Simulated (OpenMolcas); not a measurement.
# Cu²⁺ among point charges: CASSCF levels and susceptibility

Aim: the splitting of the states of Cu²⁺ in the field of 6 point charges, its lowest levels with spin-orbit coupling and its magnetic susceptibility.

Method: state-averaged CASSCF, spin-orbit coupling by RASSI with atomic mean-field integrals. Code: OpenMolcas 26.06.

1 further run of the same task is left out (it didn't finish).

## (1) What is computed

| Quantity | Value |
| --- | --- |
| Species | Cu²⁺ (copper, Z = 29, 27 electrons) |
| Basis | ANO-RCC-VTZP [6s5p3d2f1g], 59 functions |
| Scalar Hamiltonian | DKH2, point nucleus |
| Inactive shells | 1s 2s 2p 3s 3p |
| Active space | 9 electrons in 5 orbitals (3d) |
| Some configurations of this space | 3d⁹ |
| Orbitals | optimised for each spin and parity, averaged over all roots |

The outer shells:

3d9
```
3d [↑↓][↑↓][↑↓][↑↓][↑ ]
```

The ion sits among 6 point charges of -2 e arranged as a tetragonal octahedron (D4h), 1.68 Å from the ion, with the axial distance 1.445 Å. The active orbitals were held to one l.

Each step is its own input file, run in one work folder so that later steps find the files of earlier ones. Labels, J, g values, rates, χT and fits are worked out afterwards by a script from the matrices that RASSI stores. The input lists half of the charges; inversion (Group=XYZ) makes the rest.

## (2) GATEWAY and SEWARD: basis and integrals

File a.inp:

```
&GATEWAY
Coord
1

Cu 0.0 0.0 0.0
Basis=ANO-RCC-VTZP
Group=XYZ
NoMove
AngMom=0.0 0.0 0.0
AMFI
XField
3 Angstrom 0
1.680000 0.000000 0.000000 -2.000000
0.000000 1.680000 0.000000 -2.000000
0.000000 0.000000 1.444800 -2.000000
&SEWARD
```

## (3) Reference wave functions, doublets of even parity, 5 roots

File a.inp:

```
&RASSCF
FileOrb=start.orb
Symmetry=1
Spin=2
nActEl=9 0 0
Inactive=3 6
Ras2=5 0
CIRoot=5 5 1
SDav=5
CIMx=300
Iter=120 100
PrWF=0.3
OrbListing=Nothing
MaxOrb=0
SupSym
1
15 4 5 6 7 8 12 13 14 15 16 17 18 19 20 21
0
>>> COPY $Project.JobIph JOB001
```

start.orb holds the contracted functions of the basis, ordered by shell, or the orbitals of the step before.

## (4) RASSI: spin-orbit coupling between the states

File a.inp:

```
&RASSI
NrOfJobIphs=1 5
1 2 3 4 5
IphNames
JOB001
EJob
SpinOrbit
DIPRint=1.0
SOCoupling=1000.0
Subsets=2
Property=9
'ANGMOM' 1 'ANGMOM' 2 'ANGMOM' 3 'MLTPL  1' 1 'MLTPL  1' 2 'MLTPL  1' 3
'AMFI' 1 'AMFI' 2 'AMFI' 3
SOProperty=3
'ANGMOM' 1 'ANGMOM' 2 'ANGMOM' 3
```

Q: Predict the outcome of this session. Wanted: spin-free ground state; first state of the same spin within the active space; lowest level; next level.

As calculated:

```
                                            quantity                              value
                                              method                             CASSCF
                              spin-free ground state    2A1, 1-fold in its orbital part
first state of the same spin within the active space                  2B1 at 10300 cm⁻¹
                                        lowest level  2-fold E1/2, g = 1.99, 2.39, 2.39
                                          next level                       10098.4 cm⁻¹
                                         χT at 300 K                     0.51 cm³ K/mol
                           effective moment at 300 K                            2.02 μB
```

In words: The spin-free ground state (2A1) comes to 100 % from free-ion D terms and keeps the highest spin of the shell. χT at 300 K is 0.51, against 0.38 cm³ K/mol for the spin alone, so orbital moment adds to it. The field of point charges can differ much from that of real complexes. This is an electrostatic model: the charges have no orbitals.
